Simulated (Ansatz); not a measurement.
# CH5NOSSi: one species, many methods

How much do the methods differ for CH5NOSSi? The plan is to run it at one geometry with functionals of several rungs and with coupled cluster. The yardstick is the atomisation energy at the CCSD(T) limit.

The runs use Ansatz 0.2.0, Gaussian basis; functionals in def2-TZVPP, the program's frozen cores in correlated methods.

Levels to be run: PBE-D4, r2SCAN-D4, PBE0-D4, B3LYP-D4, ωB97X-V, ωB97M-V, B2PLYP; CCSD(T)/def2-TZVPP; MP2/def2-QZVPP; extrapolation to the limit.

## 1. Structure used throughout

An earlier PBE0-D4 in a triple-zeta def2 set relaxation fixed the geometry.

10 atoms, charge 0, spin multiplicity 1.

Atoms are counted from 1 here; the program's logs count them from 0.

Bond lengths: O1–C2 1.335 Å, O1–H6 0.966 Å, C2–S3 1.651 Å, C2–N4 1.339 Å, N4–Si5 1.762 Å, N4–H7 1.010 Å, Si5–H8 1.488 Å, Si5–H9 1.478 Å, Si5–H10 1.478 Å. Angles: C2–O1–H6 106.6°, O1–C2–S3 123.7°, O1–C2–N4 113.0°, S3–C2–N4 123.3°, C2–N4–Si5 120.8°, C2–N4–H7 116.3°, Si5–N4–H7 122.9°, N4–Si5–H8 102.2°, N4–Si5–H9 111.1°, N4–Si5–H10 111.2°, H8–Si5–H9 109.9°, H8–Si5–H10 109.9°, H9–Si5–H10 112.1°.

## 2. PBE-D4 (GGA)

The input, in.yaml:

```yaml
crystal:
  periodic: [false, false, false]
  atoms:
    - {symbol: O, position_ang: [-1.797418, 1.433184, 0.288443]}
    - {symbol: C, position_ang: [-0.725264, 0.676837, 0.533583]}
    - {symbol: S, position_ang: [-0.043240, 0.510697, 2.027586]}
    - {symbol: N, position_ang: [-0.255870, 0.063664, -0.559974]}
    - {symbol: Si, position_ang: [1.155720, -0.986512, -0.469735]}
    - {symbol: H, position_ang: [-2.055887, 1.827805, 1.131617]}
    - {symbol: H, position_ang: [-0.754795, 0.239993, -1.420778]}
    - {symbol: H, position_ang: [1.306004, -1.432353, -1.880946]}
    - {symbol: H, position_ang: [0.898404, -2.152014, 0.402174]}
    - {symbol: H, position_ang: [2.355446, -0.232501, -0.049071]}
basis:
  gaussian: {orbitals: def2-TZVPP}
hamiltonian: {xc: pbe, dispersion: d4}
output: {forces: true, orbitals: {seedname: orbitals}}
```

Started as:

```sh
ansatz run in.yaml --threads 4 --pin off --events-out ev --progress --plain --max-ram 10444MiB
```

Further steps of the session: r2SCAN-D4 (meta-GGA); PBE0-D4 (hybrid); B3LYP-D4 (hybrid); ωB97X-V (range-separated); ωB97M-V (range-separated); B2PLYP (double hybrid); CCSD(T) in def2-TZVPP; MP2 in def2-QZVPP.

**Question.** What will the summary of the whole plan be? Wanted: atomisation energy, CCSD(T)/CBS; farthest; mean size of error, hybrid; mean size of error, range-separated; gap, smallest and largest; T1 diagnostic; triples share of the correlation energy.

As calculated:

| quantity | value |
| --- | --- |
| atomisation energy, CCSD(T)/CBS | 3577.2 kJ/mol |
| functionals within 17.9 kJ/mol (0.5 %) | r2SCAN-D4, PBE0-D4, B3LYP-D4 |
| farthest | PBE-D4 (+101.3 kJ/mol) |
| mean size of error, hybrid | 5.3 kJ/mol |
| mean size of error, range-separated | 26.9 kJ/mol |
| gap, smallest and largest | 4.01 eV (PBE-D4), 10.64 eV (ωB97X-V) |
| T1 diagnostic | 0.0154 |
| triples share of the correlation energy | 4.3 % |

**Reading.** PBE-D4 misses by +101.3 kJ/mol. Double hybrids carry the basis error of their MP2 part in triple zeta, and no dispersion term here, so their miss is partly the set-up's. The reference freezes the cores and leaves out relativity and excitations past (T), so misses under about 17.9 kJ/mol can't be ranked. Hartree-Fock recovers 68 % of the binding; the rest is correlation. The gap grows from 4.0 to 10.6 eV across the functionals, mostly with the share of exact exchange.
